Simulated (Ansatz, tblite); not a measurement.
**Sn(SiH3)H3 (SiSnH6): a ladder of methods and basis sets**

Aim: run the singlet of Sn(SiH3)H3 (SiSnH6) at one geometry on many levels, and compare frontier levels, spin and run time.

Method: as each input shows; program: Ansatz 0.2.0, Gaussian basis.

The runs, in order: GFN1-xTB, GFN2-xTB, PBE-D4/def2-TZVP, r2SCAN-D4/def2-TZVP, B2PLYP/def2-TZVP, r2SCAN0-D4/def2-TZVP, LC-ωPBE/def2-TZVP, B97M-V/def2-TZVP, HSE06-D4/def2-TZVP, ωB97M-V/def2-TZVP, LDA/def2-TZVP, PBE-D4/def2-SVP, PBE0-D4/def2-SVP, PBE0-D4/def2-TZVPD, PBE-D4/def2-TZVPD, r2SCAN-D4/def2-TZVPD, CCSD(T)/def2-TZVPP, MP2/def2-TZVP, RPA/def2-TZVP, CCSD(T)/def2-TZVPD.

1 further run of the same task is left out (set aside as unsound or not needed).

### 1 The geometry

The singlet was relaxed beforehand with PBE-D4/def2-TZVP.

8 atoms, charge 0, spin multiplicity 1.

Bond lengths: Sn1–Si2 2.575 Å, Sn1–H6 1.721 Å, Sn1–H7 1.721 Å, Sn1–H8 1.721 Å, Si2–H3 1.496 Å, Si2–H4 1.496 Å, Si2–H5 1.496 Å. Angles: Si2–Sn1–H6 110.9°, Si2–Sn1–H7 110.9°, Si2–Sn1–H8 110.9°, H6–Sn1–H7 108.0°, H6–Sn1–H8 108.0°, H7–Sn1–H8 108.0°, Sn1–Si2–H3 110.2°, Sn1–Si2–H4 110.2°, Sn1–Si2–H5 110.2°, H3–Si2–H4 108.7°, H3–Si2–H5 108.7°, H4–Si2–H5 108.7°.

Sn takes a core potential in the def2 sets. No spin-orbit coupling is included.

PBE0-D4/def2-TZVP was run before; its log isn't repeated, and its numbers join the tables.

### 2 GFN1-xTB

Tight binding, by tblite at 300 K electronic temperature and without a spin-polarisation term:

```python
tblite.interface.Calculator('GFN1-xTB', numbers, positions, charge=0, uhf=0).singlepoint()
```

Energy -205.8937 eV, HOMO -11.46 eV, LUMO -6.32 eV; 0.004 s.

### 3 GFN2-xTB

Tight binding, by tblite at 300 K electronic temperature and without a spin-polarisation term:

```python
tblite.interface.Calculator('GFN2-xTB', numbers, positions, charge=0, uhf=0).singlepoint()
```

Energy -186.7983 eV, HOMO -10.54 eV, LUMO -6.07 eV; 0.002 s.

### 4 PBE-D4/def2-TZVP

start.molden holds the orbitals of an earlier run on this state, given as this run's starting guess.

in.yaml

```yaml
crystal:
  periodic: [false, false, false]
  atoms:
    - {symbol: Sn, position_ang: [-0.003357, 0.007971, -1.250934]}
    - {symbol: Si, position_ang: [0.003543, -0.008427, 1.323572]}
    - {symbol: H, position_ang: [0.802810, 1.143263, 1.845202]}
    - {symbol: H, position_ang: [0.606244, -1.280154, 1.830305]}
    - {symbol: H, position_ang: [-1.394249, 0.101744, 1.844488]}
    - {symbol: H, position_ang: [1.602220, -0.022632, -1.868745]}
    - {symbol: H, position_ang: [-0.778701, 1.421006, -1.853169]}
    - {symbol: H, position_ang: [-0.838511, -1.362761, -1.870708]}
basis:
  gaussian: {orbitals: def2-TZVP, initial_orbitals: start.molden}
hamiltonian: {xc: pbe, dispersion: d4}
scf: {omitted_lower_state_checks: [starts]}
output: {orbitals: {seedname: orbitals}}
```

The run is started by

```bash
$ ansatz run in.yaml --threads 4 --pin off --events-out ev --progress --plain --max-ram 3916MiB
```

Further steps of the session: r2SCAN-D4/def2-TZVP; B2PLYP/def2-TZVP; r2SCAN0-D4/def2-TZVP; LC-ωPBE/def2-TZVP; B97M-V/def2-TZVP; HSE06-D4/def2-TZVP; ωB97M-V/def2-TZVP; LDA/def2-TZVP; PBE-D4/def2-SVP; PBE0-D4/def2-SVP; PBE0-D4/def2-TZVPD; PBE-D4/def2-TZVPD; r2SCAN-D4/def2-TZVPD; CCSD(T)/def2-TZVPP; MP2/def2-TZVP; RPA/def2-TZVP; CCSD(T)/def2-TZVPD.

Before running them: what should the planned runs give, taken together? Wanted: gap in def2-TZVP, named functionals, smallest and largest; correlation energy, CCSD(T)/def2-TZVPP; correlation energy, MP2/def2-TZVP; correlation energy, CCSD(T)/def2-TZVPD; binding an atom, CCSD(T)/def2-TZVPP; PBE0 total energy, smallest basis above largest.

The runs gave:

```
                                                 quantity                              value
gap in def2-TZVP, named functionals, smallest and largest  5.89 eV (LDA), 12.31 eV (LC-ωPBE)
                   correlation energy, CCSD(T)/def2-TZVPP                          -14.24 eV
                        correlation energy, MP2/def2-TZVP                          -12.29 eV
                   correlation energy, CCSD(T)/def2-TZVPD                          -13.84 eV
                      binding an atom, CCSD(T)/def2-TZVPP                           2.554 eV
          PBE0 total energy, smallest basis above largest     3.03 eV (def2-SVP, def2-TZVPD)
```

**Reading.** Orbital gaps of the named functionals in def2-TZVP span 5.89 eV (LDA) to 12.31 eV (LC-ωPBE); exact exchange widens it. The functionals in def2-TZVP miss CCSD(T)/def2-TZVPP by -0.026 (PBE-D4) to +0.296 eV (LDA) an atom. CCSD(T)/def2-TZVPP isn't at the basis-set limit; small misses against it rank nothing.
